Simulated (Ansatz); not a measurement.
**CH₅AlClN: small, medium and large basis sets**

One table from this session's results is given with a row withheld; the runs are named, their logs left out.

Method: one geometry, several basis sets; program: Ansatz 0.2.0, Gaussian basis.

Levels to be run: PBE0-D4/def2-SVP; ωB97M-V/def2-SVP; PBE0-D4/def2-QZVPP; ωB97M-V/def2-QZVPP; the functionals' def2-TZVPP values are taken from earlier runs.

## Structure used throughout

All runs share one geometry, relaxed beforehand with PBE0-D4 in a triple-zeta def2 set.

9 atoms, charge 0, spin multiplicity 1.

Atoms are counted from 1 here; the program's logs count them from 0.

Bond lengths: N1–C2 1.531 Å, N1–Al3 1.985 Å, N1–H5 1.011 Å, N1–H6 1.011 Å, C2–Al3 1.936 Å, C2–H7 1.087 Å, C2–H8 1.087 Å, Al3–Cl4 2.121 Å, Al3–H9 1.576 Å. Angles: C2–N1–Al3 65.3°, C2–N1–H5 114.3°, C2–N1–H6 113.3°, Al3–N1–H5 126.2°, Al3–N1–H6 120.0°, H5–N1–H6 109.2°, N1–C2–Al3 68.7°, N1–C2–H7 110.8°, N1–C2–H8 110.2°, Al3–C2–H7 124.2°, Al3–C2–H8 122.1°, H7–C2–H8 110.5°, N1–Al3–C2 45.9°, N1–Al3–Cl4 109.0°, N1–Al3–H9 114.8°, C2–Al3–Cl4 116.9°, C2–Al3–H9 123.2°, Cl4–Al3–H9 119.7°.

Set-up of the first run:

in.yaml reads:

```yaml
crystal:
  periodic: [false, false, false]
  atoms:
    - {symbol: N, position_ang: [-0.260172, 0.870775, -0.184481]}
    - {symbol: C, position_ang: [0.472421, -0.298668, -0.847589]}
    - {symbol: Al, position_ang: [0.091748, -0.673049, 1.013030]}
    - {symbol: Cl, position_ang: [-1.743196, -1.648147, 1.439958]}
    - {symbol: H, position_ang: [0.249863, 1.743105, -0.198123]}
    - {symbol: H, position_ang: [-1.188794, 1.022337, -0.554682]}
    - {symbol: H, position_ang: [-0.103929, -0.693285, -1.679897]}
    - {symbol: H, position_ang: [1.456888, 0.018024, -1.183260]}
    - {symbol: H, position_ang: [1.113670, -0.387392, 2.178044]}
basis:
  gaussian: {orbitals: def2-SVP}
hamiltonian: {xc: pbe0, dispersion: d4}
output: {orbitals: {seedname: orbitals}}
```

Started as:

```bash
$ ansatz run in.yaml --threads 2 --pin off --events-out ev --progress --plain --max-ram 4352MiB
```

Steps of the session up to this table: PBE0-D4 in def2-SVP; ωB97M-V in def2-SVP; PBE0-D4 in def2-QZVPP; ωB97M-V in def2-QZVPP.

One of the session's tables, all rows but one given; the rest of the session is left out.

```
functional       basis  HOMO (eV)  LUMO (eV)
   PBE0-D4    def2-SVP      -7.01       0.58
   PBE0-D4  def2-TZVPP      -7.10       0.11
   PBE0-D4  def2-QZVPP      -7.12      -0.19
   ωB97M-V    def2-SVP      -9.24       2.23
   ωB97M-V  def2-TZVPP          ?          ?
   ωB97M-V  def2-QZVPP      -9.38       0.92
```

Q: Estimate the row for ωB97M-V, def2-TZVPP from the others.

As computed: HOMO (eV): -9.35; LUMO (eV): 1.56. In the column «HOMO (eV)» it lies between ωB97M-V, def2-QZVPP (-9.38) and ωB97M-V, def2-SVP (-9.24).
